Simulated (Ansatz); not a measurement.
# GaH5O3S: one species, many methods

Aim: compute GaH5O3S with functionals from several rungs and with coupled cluster. The yardstick is the atomisation energy at the CCSD(T) limit.

The runs use Ansatz 0.2.0, Gaussian basis; functionals in def2-TZVPP, the program's frozen cores in correlated methods.

The runs, in order: LDA (SPW92), PBE-D4, revPBE-D4, BLYP-D4, r2SCAN-D4, B97M-V, PBE0-D4, B3LYP-D4, r2SCANh-D4, r2SCAN0-D4, HSE06-D4, BHLYP-D4, CAM-B3LYP-D4, LC-ωPBE, ωB97X-V, ωB97M-V, B2PLYP, PBE-QIDH; CCSD(T)/def2-SVP; CCSD(T)/def2-TZVPP; MP2/def2-QZVPP; extrapolation to the limit; RPA on PBE.

### Step 1. Structure used throughout

All runs share one geometry, relaxed beforehand with PBE0-D4 in a triple-zeta def2 set.

SMILES `[OH][Ga-]([OH])([OH])[SH2+]`, 10 atoms, charge 0, spin multiplicity 1.

Atoms are counted from 1 here; the program's logs count them from 0.

Bond lengths: O1–Ga2 1.802 Å, O1–H6 0.959 Å, Ga2–O3 1.798 Å, Ga2–O4 1.792 Å, Ga2–S5 2.607 Å, O3–H7 0.959 Å, O4–H8 0.959 Å, S5–H9 1.345 Å, S5–H10 1.344 Å. Angles: Ga2–O1–H6 112.3°, O1–Ga2–O3 117.7°, O1–Ga2–O4 118.8°, O1–Ga2–S5 94.5°, O3–Ga2–O4 119.0°, O3–Ga2–S5 95.5°, O4–Ga2–S5 101.3°, Ga2–O3–H7 112.6°, Ga2–O4–H8 112.4°, Ga2–S5–H9 90.5°, Ga2–S5–H10 90.0°, H9–S5–H10 92.8°.

### Step 2. LDA

This LDA is Slater exchange with PW92 correlation.

in.yaml reads:

```yaml
crystal:
  periodic: [false, false, false]
  atoms:
    - {symbol: O, position_ang: [-1.774228, 0.121249, 0.058773]}
    - {symbol: Ga, position_ang: [-0.111656, -0.573890, 0.083789]}
    - {symbol: O, position_ang: [0.777936, -0.554859, 1.646326]}
    - {symbol: O, position_ang: [0.335460, -1.789851, -1.154303]}
    - {symbol: S, position_ang: [1.021063, 1.569335, -0.874414]}
    - {symbol: H, position_ang: [-2.121934, 0.264677, 0.941283]}
    - {symbol: H, position_ang: [1.400698, -1.280231, 1.725118]}
    - {symbol: H, position_ang: [-0.396876, -2.008672, -1.733870]}
    - {symbol: H, position_ang: [-0.183938, 2.137204, -1.059907]}
    - {symbol: H, position_ang: [1.136672, 2.063836, 0.370205]}
basis:
  gaussian: {orbitals: def2-TZVPP}
hamiltonian: {xc: lda}
output: {orbitals: {seedname: orbitals}}
```

Command:

```console
> ansatz run in.yaml --threads 4 --pin off --events-out ev --progress --plain --max-ram 10444MiB
```

After this run come: PBE-D4 (GGA); revPBE-D4 (GGA); BLYP-D4 (GGA); r2SCAN-D4 (meta-GGA); B97M-V (meta-GGA); PBE0-D4 (hybrid); B3LYP-D4 (hybrid); r2SCANh-D4 (hybrid); r2SCAN0-D4 (hybrid); HSE06-D4 (hybrid); BHLYP-D4 (hybrid); CAM-B3LYP-D4 (range-separated); LC-ωPBE (range-separated); ωB97X-V (range-separated); ωB97M-V (range-separated); B2PLYP (double hybrid); PBE-QIDH (double hybrid); CCSD(T) in def2-SVP; CCSD(T) in def2-TZVPP; MP2 in def2-QZVPP; RPA on PBE orbitals.

Q: Predict the results of all the runs planned. Wanted: atomisation energy, CCSD(T)/CBS; farthest beyond LDA; mean size of error, GGA; mean size of error, meta-GGA; mean size of error, hybrid; mean size of error, range-separated; mean size of error, double hybrid; gap, smallest and largest; T1 diagnostic.

The runs gave:

| quantity | value |
| --- | --- |
| atomisation energy, CCSD(T)/CBS | 796.8 kcal/mol |
| functionals within 8.0 kcal/mol (1.0 %) | PBE-D4, r2SCAN-D4, ωB97X-V |
| farthest beyond LDA | BHLYP-D4 (-52.0 kcal/mol) |
| mean size of error, GGA | 13.0 kcal/mol |
| mean size of error, meta-GGA | 9.6 kcal/mol |
| mean size of error, hybrid | 26.5 kcal/mol |
| mean size of error, range-separated | 11.0 kcal/mol |
| mean size of error, double hybrid | 20.9 kcal/mol |
| gap, smallest and largest | 5.16 eV (revPBE-D4), 12.97 eV (LC-ωPBE) |
| T1 diagnostic | 0.0132 |
| triples share of the correlation energy | 3.7 % |

What this shows: LDA overbinds by 124.3 kcal/mol (16 %). PBE-D4 misses by +1.7 kcal/mol. Double hybrids carry the basis error of their MP2 part in triple zeta, and no dispersion term here, so their miss is partly the set-up's. By mean error the best rung here is meta-GGA (9.6 kcal/mol) and the worst beyond LDA is hybrid (26.5 kcal/mol). The gap between the best rungs is small, so their order is not settled. The mean of the hybrids holds BHLYP, with half exact exchange. The reference freezes the cores and leaves out relativity and excitations past (T), and its outer-core shells are covered unevenly, so misses under about 8.0 kcal/mol can't be ranked. Hartree-Fock recovers 66 % of the binding; the rest is correlation. CCSD(T) in def2-SVP is off by -65.9 kcal/mol, which most functionals beat. Orbital gaps span 5.2 to 13.0 eV; exact exchange widens them. Correlated methods include outer-core shells of Ga, which these sets cover unevenly.
